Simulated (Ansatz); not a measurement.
# GaHOF+ (singlet): wave-function methods side by side, cc-pVTZ

An exercise on one series of results from a longer session: the logs are not shown, and one member is left open.

The runs use Ansatz 0.2.0, Gaussian basis; cc-pVTZ, core rule «outside noble gas», up to 16 orbitals frozen.

Plan: UHF; CCSD(T) on RHF; CCSD(T) on UHF; BCCD(T) on RHF; CCSDT(Q) on RHF; CCSDT(Q) on UHF.

6 further runs of the same task are left out: 1 for a known fault of the program, 5 set aside as unsound or not needed. Runs told in other sessions of the task aren't counted.

### The system

The geometry is a PBE0/def2-TZVP stationary point (not a proven minimum) of the parent state, kept for this charge and spin. No spin-orbit coupling is included. The filled d shell of Ga may be among the frozen orbitals whatever the setting's name suggests.

4 atoms, charge 1, spin multiplicity 1.

Atoms are counted from 1 here; the program's logs count them from 0.

Bond lengths: F1–Ga2 1.760 Å, Ga2–O3 1.795 Å, O3–H4 0.961 Å. Angles: F1–Ga2–O3 114.8°, Ga2–O3–H4 113.8°.

The first run:

The input, in.yaml:

```yaml
crystal:
  periodic: [false, false, false]
  atoms:
    - {symbol: F, position_ang: [0.000000, -0.613878, 1.472476]}
    - {symbol: Ga, position_ang: [0.000000, 0.320760, -0.018355]}
    - {symbol: O, position_ang: [0.000000, -0.660347, -1.521903]}
    - {symbol: H, position_ang: [0.000000, -0.135382, -2.326935]}
basis:
  gaussian: {orbitals: cc-pVTZ}
total_charge: 1
magnetization: {spin_polarized: true, initial_magnetization: 0}
hamiltonian: {xc: hf}
output: {orbitals: {seedname: orbitals}}
```

On the command line:

```
ansatz run in.yaml --threads 1 --pin off --events-out ev --progress --plain --max-ram 4096MiB --backend cpu
```

Steps of the session up to this table: UHF; CCSD(T) on RHF; CCSD(T) on UHF; BCCD(T) on RHF; CCSDT(Q) on RHF; CCSDT(Q) on UHF.

One table of the session follows, with a row left open; its other results are not shown here.

```
   method  from RCCSDT(Q) (kJ/mol)
      RHF                  +1545.3
      UHF                  +1545.2
     RMP2                        ?
    RCCSD                    +62.4
 RCCSD(T)                     +4.8
  BCCD(T)                     +4.2
   RCCSDT                     +4.2
RCCSDT(Q)                        0
```

Q: Estimate the row for RMP2 from the others.

As computed: from RCCSDT(Q) (kJ/mol): +47.5. In the column «from RCCSDT(Q) (kJ/mol)» it lies between RCCSD(T) (+4.8) and RCCSD (+62.4).

Not comparable, so not listed: CCSD(T) on UHF; CCSDT(Q) on UHF (they don't share determinant, frozen orbitals or solution with the rows shown, or repeat one).
